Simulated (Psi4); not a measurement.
# UB3LYP/def2-TZVPP (core potential) run of SnH2F (SMILES [F][SnH2])

Aim: the vertical doublet–quartet gap of SnH2F at UB3LYP/def2-TZVPP (core potential), from 2 runs. 

The calculation is run with Psi4 1.11.

**1. The molecule**

The species is SnH2F (4 atoms), meant as a doublet with charge 0. SMILES: `[F][SnH2]`. The coordinates come from a PBE0-D4/def2-TZVP relaxation.

Bond lengths: F1–Sn2 1.932 Å, Sn2–H3 1.726 Å, Sn2–H4 1.726 Å. Angles: F1–Sn2–H3 103.3°, F1–Sn2–H4 103.3°, H3–Sn2–H4 113.3°.

**2. Energy and forces at UB3LYP/def2-TZVPP (core potential)**

Input file fh2sn_ase.py:

```python
import numpy as np
from ase.calculators.psi4 import Psi4
from ase import Atoms

atoms = Atoms(['F', 'Sn', 'H', 'H'], positions=[
    [-1.552600, -0.190000, 0.640700],
    [0.028300, -0.242200, -0.468300],
    [1.184100, -1.054400, 0.524100],
    [0.395700, 1.426200, -0.716700],
])
calc = Psi4(atoms=atoms, method='b3lyp', basis='def2-TZVPP', memory='2200MB', num_threads=1, charge=0, multiplicity=2, label='psi4-calc', reference='uks')
calc.psi4.set_options({'puream': True, 'e_convergence': 1e-09, 'd_convergence': 1e-08, 'scf_type': 'pk', 'dft_radial_points': 99, 'dft_spherical_points': 590, 'maxiter': 100})
atoms.calc = calc

forces = atoms.get_forces()
print(f'energy: {atoms.get_potential_energy():.6f} eV')
print('forces / eV A^-1')
print(np.round(forces, 5))
```

Command:

```bash
python fh2sn_ase.py
```

psi4-calc.dat:

```text
[...]
    !!!  WARNING: ECP capability is in beta. Please check occupations closely.  !!!
[...]
  Running in c1 symmetry.
[...]
  Nuclear repulsion =   71.224961374238049
[...]
  Multiplicity = 2
[...]
  Nalpha       = 17
  Nbeta        = 16
[...]
    Number of basis functions: 109
[...]
 WARNING: Atomic UHF is not converging! Try casting from a smaller basis or call Rob at CCMST.
   -------------------------
[...]
   @UKS iter   1:  -315.26665666586587   -1.21699e+00   6.41683e-03 DIIS/ADIIS
[...]
   @UKS iter  12:  -315.45051077271654   -1.88720e-11   9.54139e-09 DIIS
[...]
   @S^2 Observed:                7.522804676E-01
[...]
    Orbital Energies [Eh]
    ---------------------
    Alpha Occupied:
       1A    -24.628749     2A     -5.123410     3A     -3.466279
       4A     -3.463616     5A     -3.460492     6A     -1.138976
       7A     -1.047826     8A     -1.047667     9A     -1.044367
      10A     -1.043201    11A     -1.027522    12A     -0.528388
      13A     -0.402204    14A     -0.394696    15A     -0.385525
      16A     -0.342190    17A     -0.238636
    Alpha Virtual:
      18A     -0.042020    19A      0.003376    20A      0.023133
      21A      0.083021    22A      0.087555    23A      0.118676
      24A      0.149319    25A      0.179105    26A      0.179381
[...]
  @UKS Final Energy:  -315.45051077271654
   => Energetics <=
    Nuclear Repulsion Energy =             71.2249613742380490
    One-Electron Energy =                -659.2543732551960147
    Two-Electron Energy =                 296.3542380691594644
    DFT Exchange-Correlation Energy =     -23.7753369609180787
    Empirical Dispersion Energy =           0.0000000000000000
    VV10 Nonlocal Energy =                  0.0000000000000000
    Total Energy =                       -315.4505107727165409
[...]
 Multipole Moments:
 ------------------------------------------------------------------------------------
     Multipole            Electronic (a.u.)      Nuclear  (a.u.)        Total (a.u.)
 ------------------------------------------------------------------------------------
 L = 1.  Multiply by 2.5417464519 to convert [e a0] to [Debye]
 Dipole X            :         12.1999460          -11.3966557            0.8032903
 Dipole Y            :         -1.7749432            1.6850364           -0.0899068
 Dipole Z            :        -11.3018654           10.6115281           -0.6903373
 Magnitude           :                                                    1.0629789
[...]
  -Total Gradient:
     Atom            X                  Y                   Z
    ------   -----------------  -----------------  -----------------
       1        0.005679203478    -0.000316224498    -0.004238033744
       2       -0.003663498266     0.001724714806     0.005750373848
       3       -0.001524660299     0.000934346494    -0.001573029119
       4       -0.000488018813    -0.002341909302     0.000060622398
[...]
```

On the terminal:

```text
energy: -8583.845620 eV
forces / eV A^-1
[[-0.29204  0.01626  0.21793]
 [ 0.18838 -0.08869 -0.2957 ]
 [ 0.0784  -0.04805  0.08089]
 [ 0.02509  0.12043 -0.00312]]
```

It took 28 s on 1 thread of Intel Xeon Platinum 8375C at 2.90GHz (Ice Lake), shared host; peak memory 0.79 GiB.

**3. The quartet: the energy at UB3LYP/def2-TZVPP (core potential)**

Input file input.json:

```json
{
 "schema_name": "qcschema_input",
 "schema_version": 1,
 "molecule": {
  "schema_name": "qcschema_molecule",
  "schema_version": 2,
  "symbols": ["F", "Sn", "H", "H"],
  "geometry": [-2.93398878, -0.35904796, 1.21074753, 0.05347925, -0.45769167, -0.88495874, 2.2376247, -1.99252723, 0.99040546, 0.74776463, 2.6951274, -1.35436671],
  "molecular_charge": 0,
  "molecular_multiplicity": 4,
  "fix_symmetry": "c1"
 },
 "driver": "energy",
 "model": {
  "method": "b3lyp",
  "basis": "def2-TZVPP"
 },
 "keywords": {
  "reference": "uks",
  "puream": true,
  "e_convergence": 1e-09,
  "d_convergence": 1e-08,
  "scf_type": "pk",
  "dft_radial_points": 99,
  "dft_spherical_points": 590,
  "maxiter": 100
 }
}
```

Command:

```bash
psi4 --qcschema input.json -n 1 --memory 2200MB
```

stdout:

```text
[...]
    !!!  WARNING: ECP capability is in beta. Please check occupations closely.  !!!
[...]
  Running in c1 symmetry.
[...]
  Nuclear repulsion =   71.224961432234309
[...]
  Multiplicity = 4
[...]
  Nalpha       = 18
  Nbeta        = 15
[...]
    Number of basis functions: 109
[...]
 WARNING: Atomic UHF is not converging! Try casting from a smaller basis or call Rob at CCMST.
   -------------------------
[...]
   @UKS iter   1:  -314.96319328926057   -9.97068e-01   7.26392e-03 ADIIS/DIIS
[...]
   @UKS iter  17:  -315.21838856920340   -1.76215e-12   5.53185e-09 DIIS
[...]
   @S^2 Observed:                3.761987202E+00
[...]
    Orbital Energies [Eh]
    ---------------------
    Alpha Occupied:
       1A    -24.671640     2A     -5.138438     3A     -3.481412
       4A     -3.480283     5A     -3.473528     6A     -1.177180
       7A     -1.069857     8A     -1.065533     9A     -1.058654
      10A     -1.057075    11A     -1.044706    12A     -0.574888
      13A     -0.455476    14A     -0.447394    15A     -0.418454
      16A     -0.415079    17A     -0.266225    18A     -0.108493
    Alpha Virtual:
      19A     -0.033630    20A     -0.003384    21A      0.064874
      22A      0.074527    23A      0.102674    24A      0.128708
      25A      0.147286    26A      0.155319    27A      0.180253
[...]
  @UKS Final Energy:  -315.21838856920340
   => Energetics <=
    Nuclear Repulsion Energy =             71.2249614322343092
    One-Electron Energy =                -658.3586146422403544
    Two-Electron Energy =                 295.6243485661638033
    DFT Exchange-Correlation Energy =     -23.7090839253611279
    Empirical Dispersion Energy =           0.0000000000000000
    VV10 Nonlocal Energy =                  0.0000000000000000
    Total Energy =                       -315.2183885692033982
[...]
 Multipole Moments:
 ------------------------------------------------------------------------------------
     Multipole            Electronic (a.u.)      Nuclear  (a.u.)        Total (a.u.)
 ------------------------------------------------------------------------------------
 L = 1.  Multiply by 2.5417464519 to convert [e a0] to [Debye]
 Dipole X            :         12.0492584          -11.3966557            0.6526027
 Dipole Y            :         -1.5442872            1.6850365            0.1407493
 Dipole Z            :        -10.7446936           10.6115280           -0.1331656
 Magnitude           :                                                    0.6807597
[...]
```

The result, in JSON:

```text
{
 "driver": "energy",
 "model": {
  "method": "b3lyp",
  "basis": "def2-TZVPP"
 },
 "success": true,
 "return_result": -315.2183885692034,
 "properties": {
  "calcinfo_nbasis": 109,
  "calcinfo_nmo": 109,
  "calcinfo_nalpha": 18,
  "calcinfo_nbeta": 15,
  "calcinfo_natom": 4,
  "nuclear_repulsion_energy": 71.22496143223431,
  "return_energy": -315.2183885692034,
  "scf_one_electron_energy": -658.3586146422404,
  "scf_two_electron_energy": 295.6243485661638,
  "scf_xc_energy": -23.709083925361128,
  "scf_dipole_moment": [0.6526027280060251, 0.1407493069089445, -0.13316560034774305],
  "scf_total_energy": -315.2183885692034,
  "scf_iterations": 17
 }
}
```

It took 25 s on 1 thread of Intel Xeon Platinum 8375C at 2.90GHz (Ice Lake), shared host; peak memory 0.77 GiB.

**4. Results**

At UB3LYP/def2-TZVPP (core potential):

| quantity | value |
| --- | --- |
| doublet: total energy | -315.45051 Eh |
| doublet: dipole moment | 2.70 D |
| doublet: HOMO energy (highest over α and β) | -6.49 eV |
| doublet: LUMO energy (lowest over α and β) | -4.03 eV |
| doublet: ⟨S²⟩ | 0.752 |
| doublet: largest force on an atom | 0.365 eV/Å |
| quartet: total energy | -315.21839 Eh |
| quartet: dipole moment | 1.73 D |
| quartet: HOMO energy (highest over α and β) | -2.95 eV |
| quartet: ⟨S²⟩ | 3.762 |
| vertical energy of the quartet above the doublet | 6.316 eV |

**Reading.** At this shape the quartet lies 6.32 eV (609 kJ/mol) above the doublet. The largest force (doublet) is 0.36 eV/Å: the shape isn't a stationary point for this species at this level.
